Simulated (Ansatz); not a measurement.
# F2H7NSi: the cost of one run

Program: Ansatz 0.2.0, Gaussian basis. Level of theory: PBE0-D4/def2-SVP. These are calculated values, not measurements.

### 1 Where the work starts

The start, a first-order saddle point found at PBE0-D4 in triple zeta: 11 atoms, charge 0, spin multiplicity 1.

Atoms are counted from 1 here; the program's logs count them from 0.

Bond lengths: Si1–H3 1.471 Å, Si1–H4 1.500 Å, Si1–H5 1.472 Å, Si1–N7 1.846 Å, F2–H8 1.066 Å, H6–N7 1.141 Å, N7–H10 1.016 Å, N7–H11 1.015 Å. Angles: H3–Si1–H4 105.2°, H3–Si1–H5 121.5°, H3–Si1–N7 111.4°, H4–Si1–H5 105.1°, H4–Si1–N7 97.9°, H5–Si1–N7 112.4°, Si1–N7–H6 109.6°, Si1–N7–H10 110.6°, Si1–N7–H11 111.5°, H6–N7–H10 105.7°, H6–N7–H11 111.6°, H10–N7–H11 107.7°.

Coordinates:

```mol
F2H7NSi
  3D, bonds by distance, orders not assigned

 11  8  0  0  0  0  0  0  0  0999 V2000
   -0.8505   -0.7062   -0.4534 Si  0  0
    0.6304    0.7088   -1.5038 F   0  0
    0.1265   -1.6447   -1.0263 H   0  0
   -1.7999   -1.5580    0.3350 H   0  0
   -1.7072    0.1302   -1.3094 H   0  0
    0.9781    0.4362    0.7600 H   0  0
   -0.1285    0.2394    0.9582 N   0  0
    1.4547    0.7625   -0.8305 H   0  0
    2.1278    0.7184    0.1958 F   0  0
   -0.5621    1.1554    1.0345 H   0  0
   -0.2694   -0.2422    1.8401 H   0  0
  1  3  8  0
  1  4  8  0
  1  5  8  0
  1  7  8  0
  2  8  8  0
  6  7  8  0
  7 10  8  0
  7 11  8  0
M  END
```

### 2 Dynamics

md/in.yaml

```yaml
crystal:
  periodic: [false, false, false]
  atoms:
    - {symbol: Si, position_ang: [-0.850478, -0.706171, -0.453394]}
    - {symbol: F, position_ang: [0.630427, 0.708816, -1.503843]}
    - {symbol: H, position_ang: [0.126468, -1.644713, -1.026337]}
    - {symbol: H, position_ang: [-1.799904, -1.558046, 0.334953]}
    - {symbol: H, position_ang: [-1.707184, 0.130161, -1.309424]}
    - {symbol: H, position_ang: [0.978080, 0.436179, 0.759980]}
    - {symbol: N, position_ang: [-0.128475, 0.239371, 0.958231]}
    - {symbol: H, position_ang: [1.454705, 0.762494, -0.830545]}
    - {symbol: F, position_ang: [2.127803, 0.718443, 0.195793]}
    - {symbol: H, position_ang: [-0.562143, 1.155429, 1.034470]}
    - {symbol: H, position_ang: [-0.269400, -0.242162, 1.840115]}
basis:
  gaussian: {orbitals: def2-SVP}
hamiltonian: {xc: pbe0, dispersion: d4}
md: {n_steps: 40, timestep: 1.0, temperature: 700, ensemble: nve, seed: 179, initial_velocities: maxwell_boltzmann}
```

Run with:

```sh
ansatz run in.yaml --threads 4 --pin off --events-out ev --progress --plain --max-ram 9574MiB
```

**Question.** How long does this run take on 4 threads of AMD EPYC 9R14, shared host?

About 53 s.
